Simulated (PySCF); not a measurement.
# From one method to the next for LiAs⁻

What do other methods print for LiAs⁻?

Method: each script names its method and basis; program: PySCF 2.14.0.

3 further runs of the same task are left out: 3 that didn't finish.

**1. The system as given**

LiAs⁻: 2 atoms, charge -1, spin multiplicity 2.

Bond lengths: Li1–As2 2.944 Å.

**2. The base run**

Input file input.py:

```python
from pyscf import gto, scf, cc

mol = gto.M(
    atom='Li 0 0 0; As 0 0 2.944',
    basis='sbkjc',
    ecp={'Li': 'sbkjc', 'As': 'sbkjc'},
    charge=-1,
    spin=1,
    verbose=3,
)
mf = scf.UHF(mol)
mf = mf.density_fit(auxbasis='def2-universal-jkfit')
mf.kernel()
mycc = cc.CCSD(mf)
mycc.kernel()
e = mycc.ipccsd(nroots=3)[0]
print('roots (eV) =', (e*27.211386).round(3))
mf.dip_moment()
print('orbital energies (hartree):', [e[max(0, n-3):n+3].round(4) for e, n in zip(mf.mo_energy, mol.nelec)])
```

Run with:

```
> OMP_NUM_THREADS=1 python input.py
```

**3. RHF**

Variant 1 changes SCF type: UHF → RHF.

Edit input.py of step 2 so:

```diff
@@ -10,3 +10,3 @@
 )
-mf = scf.UHF(mol)
+mf = scf.RHF(mol)
 mf = mf.density_fit(auxbasis='def2-universal-jkfit')
@@ -18,2 +18,2 @@
 mf.dip_moment()
-print('orbital energies (hartree):', [e[max(0, n-3):n+3].round(4) for e, n in zip(mf.mo_energy, mol.nelec)])
+print('orbital energies (hartree):', mf.mo_energy[..., max(0, mol.nelec[1]-3):mol.nelec[0]+3].round(4))
```

**4. Geometry optimisation**

Variant 2 changes step after the SCF: eomip → optimize.

Input file input.py:

```python
from pyscf import gto, scf
from pyscf.geomopt.geometric_solver import optimize

mol = gto.M(
    atom='Li 0 0 0; As 0 0 2.944',
    basis='sbkjc',
    ecp={'Li': 'sbkjc', 'As': 'sbkjc'},
    charge=-1,
    spin=1,
    verbose=3,
)
mf = scf.UHF(mol)
mf = mf.density_fit(auxbasis='def2-universal-jkfit')
mf.kernel()
mol_eq = optimize(mf, maxsteps=30)
print('optimised geometry (angstrom)')
print(mol_eq.tostring('raw'))
print('orbital energies (hartree):', [e[max(0, n-3):n+3].round(4) for e, n in zip(mf.mo_energy, mol.nelec)])
```

**5. Olyp (UKS)**

Variant 3 changes functional: none (Hartree–Fock) → olyp; SCF type: UHF → UKS; step after the SCF: eomip → analyze.

Input file input.py:

```python
from pyscf import gto, dft

mol = gto.M(
    atom='Li 0 0 0; As 0 0 2.944',
    basis='sbkjc',
    ecp={'Li': 'sbkjc', 'As': 'sbkjc'},
    charge=-1,
    spin=1,
    verbose=3,
)
mf = dft.UKS(mol, xc='olyp')
mf = mf.density_fit(auxbasis='def2-universal-jkfit')
mf.kernel()
mf.mulliken_pop()
mf.dip_moment()
print('orbital energies (hartree):', [e[max(0, n-3):n+3].round(4) for e, n in zip(mf.mo_energy, mol.nelec)])
```

**6. ROHF**

Variant 4 changes SCF type: UHF → ROHF.

Edit input.py of step 2 so:

```diff
@@ -10,3 +10,3 @@
 )
-mf = scf.UHF(mol)
+mf = scf.ROHF(mol)
 mf = mf.density_fit(auxbasis='def2-universal-jkfit')
@@ -18,2 +18,2 @@
 mf.dip_moment()
-print('orbital energies (hartree):', [e[max(0, n-3):n+3].round(4) for e, n in zip(mf.mo_energy, mol.nelec)])
+print('orbital energies (hartree):', mf.mo_energy[..., max(0, mol.nelec[1]-3):mol.nelec[0]+3].round(4))
```

Q: Predict the outcome of this session. Wanted: for each run, E(SCF); from base; after the SCF.

**Answer**, as computed:

```csv
run,E(SCF) (hartree),from base (eV),after the SCF
base,-6.214888,0,"CCSD correlation -1.953 eV, first root 0.15 eV"
RHF,-6.214782,+0.0029,"CCSD correlation -1.972 eV, first root 0.23 eV"
geometry optimisation,-6.214888,0.0000,"bond 2.382 Å, -0.426 eV"
olyp (UKS),-6.422645,not comparable,n/a
ROHF,-6.214782,+0.0029,"CCSD correlation -1.972 eV, first root 0.23 eV"
```

SCF columns refer to the geometry typed in the script.

What this shows: The largest comparable shift of the SCF energy, +0.003 eV, comes with the run “RHF”. A lower total energy from another functional means nothing by itself.
